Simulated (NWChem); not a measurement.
# AlNH3BrO (SMILES [NH2][Al]([OH])[Br]) at 4 levels

Wanted: a comparison of 4 runs (HF/STO-3G, HF/3-21G, B3LYP/6-31G*) of AlNH3BrO. 

The results are computed with NWChem 7.3.0.

**1. The molecule**

The species is AlNH3BrO (7 atoms), meant as a singlet with charge 0. As SMILES, `[NH2][Al]([OH])[Br]`. The shape is that of a PBE0-D4/def2-TZVP optimisation. This is one conformer, not always the lowest.

Bond lengths: N1–Al2 1.755 Å, Al2–O3 1.686 Å, Al2–Br4 2.245 Å, N1–H5 1.006 Å, N1–H6 1.007 Å, O3–H7 0.955 Å. Angles: N1–Al2–O3 124.3°, N1–Al2–Br4 118.5°, O3–Al2–Br4 117.2°, Al2–N1–H5 125.9°, Al2–N1–H6 123.4°, Al2–O3–H7 124.7°, H5–N1–H6 110.7°.

**2. Energy and forces at HF/STO-3G (run 1)**

mol.nw

```
start mol
memory stack 880 mb heap 220 mb global 1100 mb

geometry noautosym nocenter noautoz
  N     -0.466400     1.129800     0.094800
  Al    -0.099900    -0.565600    -0.175100
  O      1.383800    -1.285200     0.176400
  Br    -1.697800    -1.880300    -1.044900
  H      0.163200     1.815400     0.476900
  H     -1.357500     1.545600    -0.120100
  H      2.135900    -0.827600     0.546400
end

basis spherical bse
  N library STO-3G
  Al library STO-3G
  O library STO-3G
  Br library STO-3G
  H library STO-3G
end

scf
  singlet
  rhf
  thresh 1e-08
  maxiter 80
end

task scf gradient
```

Launch:

```sh
$ nwchem mol.nw > mol.out
```

Standard output:

```text
[...]
  functions       =    40
[...]
  wavefunction    = RHF
[...]
         Total SCF energy =  -2913.152924041284
      One-electron energy =  -4670.843053009856
      Two-electron energy =   1460.930641959172
 Nuclear repulsion energy =    296.759487009399
        Time for solution =      1.5s
[...]
                         RHF ENERGY GRADIENTS
    atom               coordinates                        gradient
                 x          y          z           x          y          z
   1 N      -0.881368   2.135012   0.179146   -0.007941   0.043393   0.007415
   2 Al     -0.188784  -1.068829  -0.330891   -0.007086  -0.009066  -0.004594
   3 O       2.615003  -2.428676   0.333348    0.047544   0.021932   0.021770
   4 Br     -3.208377  -3.553252  -1.974575   -0.019108  -0.015147  -0.010271
   5 H       0.308403   3.430609   0.901210   -0.005403  -0.007097  -0.003566
   6 H      -2.565303   2.920760  -0.226956    0.007195  -0.005963   0.001122
   7 H       4.036266  -1.563937   1.032546   -0.015200  -0.028052  -0.011875
[...]
```

Run time: 3 s. Hardware: 1 thread of AMD EPYC 9R45 (Zen 5), shared host; peak memory 0.1 GiB.

**3. Energy and gradient at HF/3-21G (run 2)**

albrh3no.nw

```
echo
start albrh3no
title "AlBrH3NO"
memory 2200 mb
geometry noautosym nocenter noautoz
 N     -0.466400     1.129800     0.094800
 Al    -0.099900    -0.565600    -0.175100
 O      1.383800    -1.285200     0.176400
 Br    -1.697800    -1.880300    -1.044900
 H      0.163200     1.815400     0.476900
 H     -1.357500     1.545600    -0.120100
 H      2.135900    -0.827600     0.546400
end
basis spherical bse
 * library 3-21G
end
scf
 thresh 1e-08
 maxiter 80
end
task scf gradient
```

Launch:

```sh
$ nwchem albrh3no.nw > albrh3no.out
```

Standard output:

```text
[...]
  functions       =    59
[...]
  wavefunction    = RHF
[...]
         Total SCF energy =  -2931.142582961707
      One-electron energy =  -4678.148354501603
      Two-electron energy =   1450.246284530496
 Nuclear repulsion energy =    296.759487009399
        Time for solution =      1.7s
[...]
                         RHF ENERGY GRADIENTS
    atom               coordinates                        gradient
                 x          y          z           x          y          z
   1 N      -0.881368   2.135012   0.179146   -0.000316  -0.005566  -0.001418
   2 Al     -0.188784  -1.068829  -0.330891   -0.006991  -0.005760  -0.003820
   3 O       2.615003  -2.428676   0.333348    0.002419  -0.010071  -0.001504
   4 Br     -3.208377  -3.553252  -1.974575    0.015839   0.013100   0.008637
   5 H       0.308403   3.430609   0.901210    0.002584   0.001823   0.001332
   6 H      -2.565303   2.920760  -0.226956   -0.003237   0.000630  -0.000985
   7 H       4.036266  -1.563937   1.032546   -0.010298   0.005843  -0.002242
[...]
```

It took 3.3 s on 1 thread of AMD EPYC 9R45 (Zen 5), shared host; peak memory 0.099 GiB.

**4. Energy and gradient at B3LYP/6-31G(d) (spherical functions) (run 3)**

m1.nw

```
start m1
title "AlBrH3NO gradient"
memory stack 880 mb heap 220 mb global 1100 mb

geometry noautosym nocenter noautoz
  N    -0.466400    1.129800    0.094800
  Al   -0.099900   -0.565600   -0.175100
  O     1.383800   -1.285200    0.176400
  Br   -1.697800   -1.880300   -1.044900
  H     0.163200    1.815400    0.476900
  H    -1.357500    1.545600   -0.120100
  H     2.135900   -0.827600    0.546400
end

basis "ao basis" spherical bse
  * library 6-31G*
end

dft
  xc b3lyp
  mult 1
  grid xfine
  convergence energy 1e-08
  maxiter 100
  mulliken
  print medium
end

task dft gradient
```

Launch:

```sh
$ nwchem m1.nw > m1.out
```

Standard output:

```text
[...]
          Wavefunction type:  closed shell.
          No. of atoms     :     7
          No. of electrons :    66
[...]
          Charge           :     0
          Spin multiplicity:     1
[...]
          AO basis - number of functions:    84
[...]
              XC Information
              --------------
                         B3LYP Method XC Potential
                     Hartree-Fock (Exact) Exchange  0.200
                        Slater Exchange Functional  0.800 local
                    Becke 1988 Exchange Functional  0.720 non-local
              Lee-Yang-Parr Correlation Functional  0.810
                  VWN I RPA Correlation Functional  0.190 local
[...]
 d= 0,ls=0.0,diis     1  -2948.1448797636 -3.24D+03  1.41D-02  8.51D-01     2.0
[...]
 d= 0,ls=0.0,diis    10  -2948.2351987481 -1.73D-09  3.45D-07  1.55D-09    15.2
         Total DFT energy =    -2948.235198748142
      One electron energy =    -4691.709799990255
           Coulomb energy =     1573.534934046065
    Exchange-Corr. energy =     -126.819819813351
 Nuclear repulsion energy =      296.759487009399
[...]
      Total Density - Mulliken Population Analysis
     ---------------------------------------------
    Atom       Charge   Shell Charges
 -----------   ------   -------------------------------------------------------
    1 N    7     7.88   2.00  0.77  2.54  0.82  1.74  0.01
    2 Al  13    12.19   2.00  2.00  5.97  0.63  1.06  0.02  0.20  0.31
    3 O    8     8.74   2.00  0.89  2.94  0.95  1.95  0.01
    4 Br  35    35.28   2.00  2.00  6.00  2.00  5.99  1.63  3.87  0.30  1.48  6.95  2.92  0.15
    5 H    1     0.67   0.51  0.16
    6 H    1     0.66   0.50  0.16
    7 H    1     0.58   0.48  0.10
[...]
  wavefunction    = closed shell
[...]
```

Run time: 24 s. Hardware: 1 thread of AMD EPYC 9R45 (Zen 5), shared host; peak memory 0.14 GiB.

**5. Energy and forces at B3LYP/6-31G(d) (Cartesian functions) (run 4)**

run.nw

```
START run
TITLE "AlBrH3NO B3LYP"
memory total 2200 mb

GEOMETRY units angstroms noautosym nocenter noautoz
  N       -0.466400       1.129800       0.094800
  Al      -0.099900      -0.565600      -0.175100
  O        1.383800      -1.285200       0.176400
  Br      -1.697800      -1.880300      -1.044900
  H        0.163200       1.815400       0.476900
  H       -1.357500       1.545600      -0.120100
  H        2.135900      -0.827600       0.546400
END

BASIS "ao basis"
  * library 6-31G*
END

DFT
  xc b3lyp
  grid fine
  convergence energy 1e-08
  iterations 100
  mulliken
END

TASK dft gradient
```

Launch:

```sh
$ nwchem run.nw > run.out
```

Standard output:

```text
[...]
          Wavefunction type:  closed shell.
          No. of atoms     :     7
          No. of electrons :    66
[...]
          Charge           :     0
          Spin multiplicity:     1
[...]
          AO basis - number of functions:    90
[...]
              XC Information
              --------------
                         B3LYP Method XC Potential
                     Hartree-Fock (Exact) Exchange  0.200
                        Slater Exchange Functional  0.800 local
                    Becke 1988 Exchange Functional  0.720 non-local
              Lee-Yang-Parr Correlation Functional  0.810
                  VWN I RPA Correlation Functional  0.190 local
[...]
 d= 0,ls=0.0,diis     1  -2948.1543671690 -3.24D+03  1.48D-02  2.08D+00     1.5
[...]
 d= 0,ls=0.0,diis    10  -2948.2480173452 -3.74D-09  5.15D-07  6.82D-09    10.9
         Total DFT energy =    -2948.248017345231
      One electron energy =    -4691.577586060750
           Coulomb energy =     1573.324029740292
    Exchange-Corr. energy =     -126.753948034172
 Nuclear repulsion energy =      296.759487009399
[...]
      Total Density - Mulliken Population Analysis
     ---------------------------------------------
    Atom       Charge   Shell Charges
 -----------   ------   -------------------------------------------------------
    1 N    7     7.88   1.99  0.77  2.54  0.81  1.75  0.02
    2 Al  13    12.17   2.00  1.99  5.97  0.77  1.07  0.01  0.20  0.17
    3 O    8     8.74   1.99  0.89  2.95  0.92  1.95  0.04
    4 Br  35    35.29   2.00  1.99  6.00  1.93  5.99  1.61  3.87  0.37  1.47  7.02  2.95  0.11
    5 H    1     0.67   0.50  0.17
    6 H    1     0.66   0.50  0.16
    7 H    1     0.58   0.48  0.11
[...]
  wavefunction    = closed shell
[...]
```

Run time: 19 s. Hardware: 1 thread of AMD EPYC 9R45 (Zen 5), shared host; peak memory 0.12 GiB.

**6. All runs side by side**

| run | level | iteration cap | module | energy (Eh) | dipole moment (D) | HOMO energy (eV) | LUMO energy (eV) | wall time |
| --- | --- | --- | --- | --- | --- | --- | --- | --- |
| 1 | HF/STO-3G | 80 | scf | -2913.152924 | 3.76 | -7.86 | 9.45 | 3 s |
| 2 | HF/3-21G | 80 | scf | -2931.142583 | 4.73 | -10.77 | 3.18 | 3.3 s |
| 3 | B3LYP/6-31G* (spherical functions) | 100 | dft | -2948.235199 | 3.81 | -7.18 | -0.56 | 24 s |
| 4 | B3LYP/6-31G* (Cartesian functions) | 100 | dft | -2948.248017 | 3.81 | -7.18 | -0.58 | 19 s |

**7. Summary of results**

```
                       quantity           value
            run 4: total energy  -2948.24802 Eh
           run 4: dipole moment          3.81 D
             run 4: HOMO energy        -7.18 eV
             run 4: LUMO energy        -0.58 eV
           run 4: HOMO–LUMO gap         6.60 eV
run 4: largest force on an atom      0.479 eV/Å
```

The dipole moment (its size) runs from 3.76 D (HF/STO-3G) to 4.73 D (HF/3-21G). The HOMO–LUMO gap runs from 6.60 eV (B3LYP/6-31G*) to 17.32 eV (HF/STO-3G). The two ends differ in method and basis. In run 1 the basis is minimal, so the values are rough. All runs together took 50 s, the longest 24 s.
